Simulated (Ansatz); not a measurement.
# CH3BClNO: how energies converge with the basis set

The task here is to estimate one member of a computed series from the others.

The runs use Ansatz 0.2.0, Gaussian basis; one geometry, several basis sets.

The runs, in order: PBE0-D4/def2-SVP; ωB97M-V/def2-SVP; PBE0-D4/def2-QZVPP; ωB97M-V/def2-QZVPP; the functionals' def2-TZVPP values are taken from earlier runs.

## Structure used throughout

The geometry comes from an earlier relaxation with PBE0-D4 in a triple-zeta def2 set; it is a stationary point, not always the lowest conformer.

SMILES `BOC(=N)Cl`, 8 atoms, charge 0, spin multiplicity 1.

Atoms are counted from 1 here; the program's logs count them from 0.

Bond lengths: B1–O2 1.360 Å, B1–H6 1.191 Å, B1–H7 1.196 Å, O2–C3 1.360 Å, C3–N4 1.245 Å, C3–Cl5 1.719 Å, N4–H8 1.018 Å. Angles: O2–B1–H6 115.9°, O2–B1–H7 119.8°, H6–B1–H7 124.3°, B1–O2–C3 123.0°, O2–C3–N4 128.9°, O2–C3–Cl5 110.0°, N4–C3–Cl5 121.1°, C3–N4–H8 111.8°.

Set-up of the first run:

The input, in.yaml:

```yaml
crystal:
  periodic: [false, false, false]
  atoms:
    - {symbol: B, position_ang: [-0.778113, 1.060268, 0.318064]}
    - {symbol: O, position_ang: [0.509671, 0.629628, 0.237581]}
    - {symbol: C, position_ang: [0.859015, -0.563688, -0.314252]}
    - {symbol: N, position_ang: [0.324132, -1.679145, -0.170259]}
    - {symbol: Cl, position_ang: [2.271036, -0.374853, -1.276746]}
    - {symbol: H, position_ang: [-0.944149, 2.100445, 0.872956]}
    - {symbol: H, position_ang: [-1.656100, 0.401427, -0.157009]}
    - {symbol: H, position_ang: [-0.493391, -1.631180, 0.433865]}
basis:
  gaussian: {orbitals: def2-SVP}
hamiltonian: {xc: pbe0, dispersion: d4}
output: {orbitals: {seedname: orbitals}}
```

Steps of the session up to this table: PBE0-D4 in def2-SVP; ωB97M-V in def2-SVP; PBE0-D4 in def2-QZVPP; ωB97M-V in def2-QZVPP.

One table of the session follows, with a row left open; its other results are not shown here.

It belongs to the step «Functionals by basis». 

```
functional       basis  HOMO (eV)
   PBE0-D4    def2-SVP      -8.61
   PBE0-D4  def2-TZVPP      -8.76
   PBE0-D4  def2-QZVPP      -8.79
   ωB97M-V    def2-SVP     -10.92
   ωB97M-V  def2-TZVPP          ?
   ωB97M-V  def2-QZVPP     -11.13
```

Q: Estimate the row for ωB97M-V, def2-TZVPP from the others.

**Answer.** HOMO (eV): -11.09. In the column «HOMO (eV)» it lies between ωB97M-V, def2-QZVPP (-11.13) and ωB97M-V, def2-SVP (-10.92).
